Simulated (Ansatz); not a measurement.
# In2O: the cost of one run

Method: DFT PBE, scalar-relativistic, plane waves, PAW, in Ansatz 0.2.0.

### Step 1. The structure to begin with

It takes space group P4/mmm (No. 123, tetragonal). Conventional cell: a = 4.113 Å, b = 4.113 Å, c = 2.909 Å, α = 90.00°, β = 90.00°, γ = 90.00°. In (site symmetry mmm) is surrounded by 4 O at 2.52 Å. O (site symmetry 4/mmm) is surrounded by 8 In at 2.52 Å.

Coordinates:

```
CELL_PARAMETERS angstrom
4.11324 0.00000 0.00000
0.00000 4.11324 0.00000
0.00000 0.00000 2.90850
ATOMIC_POSITIONS crystal
In 0.00000 0.50000 0.00000
In 0.50000 0.00000 0.00000
O 0.50000 0.50000 0.50000
```

The cell is invented: ordered vacancies on the anion sites of caesium chloride (P4/mmm, No. 123). The dimensions are guesses.

### Step 2. A first look at the guess

Input file input.yaml:

```yaml
crystal:
  lattice:
    - [4.11324367, 0.0, 0.0]
    - [0.0, 4.11324367, 0.0]
    - [0.0, 0.0, 2.90850249]
  atoms:
    - { symbol: In, position: [0.0, 0.5, 0.0] }
    - { symbol: In, position: [0.5, 0.0, 0.0] }
    - { symbol: O, position: [0.5, 0.5, 0.5] }
basis:
  ecutwfc: 420
kpoints:
  mp_grid: { grid: [4, 4, 6] }
hamiltonian:
  xc: pbe
scf:
  occupations: { method: gaussian, width: 0.1 }
  lower_state_search: "off"
output:
  forces: true
  stress: true
  eigenvalues: true
```

Launch:

```console
$ ansatz run input.yaml --threads 1 --pin off --max-ram 2048MiB --backend cpu --events-out ev --progress --plain --runs-dir out
```

Q: Estimate wall time and peak memory on 1 thread of Arm Neoverse V2, shared host.

About 1.6 s, with a peak of 0.3 GiB.
